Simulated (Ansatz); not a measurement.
# AsH₃+ (doublet): wave-function methods side by side at a displaced geometry (v2), cc-pVTZ

One table from this session's results is given with a row withheld; the runs are named, their logs left out.

The runs use Ansatz 0.2.0, Gaussian basis; cc-pVTZ, core rule «outside noble gas», up to 14 orbitals frozen.

Plan: UHF; CCSD(T) on ROHF; CCSD(T) on UHF; BCCD(T) on ROHF; CCSDT(Q) on ROHF; CCSDT(Q) on UHF; CASSCF and MRCISD+Q, 7 electrons in 7 orbitals; CASSCF and NEVPT2, 7 electrons in 7 orbitals.

11 further runs of the same task are left out: 5 that didn't finish, 6 set aside as unsound or not needed. Runs told in other sessions of the task aren't counted.

## What is computed

The geometry is a PBE0/def2-TZVP stationary point (not a proven minimum) with its atoms shifted at random (size 0.100 Å). No spin-orbit coupling is included. The filled d shell of As may be among the frozen orbitals whatever the setting's name suggests.

4 atoms, charge 1, spin multiplicity 2.

Atoms are counted from 1 here; the program's logs count them from 0.

Bond lengths: As1–H2 1.343 Å, As1–H3 1.524 Å, As1–H4 1.572 Å. Angles: H2–As1–H3 114.1°, H2–As1–H4 110.7°, H3–As1–H4 110.7°.

The first run:

Contents of in.yaml:

```yaml
crystal:
  periodic: [false, false, false]
  atoms:
    - {symbol: As, position_ang: [0.003394, 0.001215, -0.016664]}
    - {symbol: H, position_ang: [1.274632, 0.023352, 0.417052]}
    - {symbol: H, position_ang: [-0.816628, 1.215717, 0.400634]}
    - {symbol: H, position_ang: [-0.710276, -1.329398, 0.420956]}
basis:
  gaussian: {orbitals: cc-pVTZ}
total_charge: 1
magnetization: {spin_polarized: true, initial_magnetization: 1}
hamiltonian: {xc: hf}
output: {orbitals: {seedname: orbitals}}
```

Command:

```
$ ansatz run in.yaml --threads 1 --pin off --events-out ev --progress --plain --max-ram 2393MiB
```

Among the steps run: UHF; CCSD(T) on ROHF; CCSD(T) on UHF; BCCD(T) on ROHF; CCSDT(Q) on ROHF; CCSDT(Q) on UHF; CASSCF and MRCISD+Q, 7 electrons in 7 orbitals; CASSCF and NEVPT2, 7 electrons in 7 orbitals.

One of the session's tables, all rows but one given; the rest of the session is left out.

| method | from UCCSDT(Q) (meV) |
| --- | --- |
| ROHF | +4163.6 |
| UHF | +4095.0 |
| RMP2 | +810.4 |
| UMP2 | ? |
| RCCSD | +128.0 |
| UCCSD | +122.2 |
| RCCSD(T) | +26.3 |
| UCCSD(T) | +21.6 |
| BCCD(T) | +25.8 |
| RCCSDT | +7.2 |
| UCCSDT | +2.3 |
| RCCSDT(Q) | +4.9 |
| UCCSDT(Q) | 0 |
| CASSCF valence | +2823.9 |
| NEVPT2 valence | +724.1 |
| MRCISD valence | +146.7 |
| MRCISD+Q valence | +27.4 |

**Question.** Estimate the row for UMP2.

The run gave: from UCCSDT(Q) (meV): +803.7. In the column «from UCCSDT(Q) (meV)» it lies between NEVPT2 valence (+724.1) and RMP2 (+810.4).

Limits of these values: Restricted and unrestricted rows rest on different reference determinants; a gap between their highest levels can come from leftover correlation error, from unlike frozen cores or from another state.
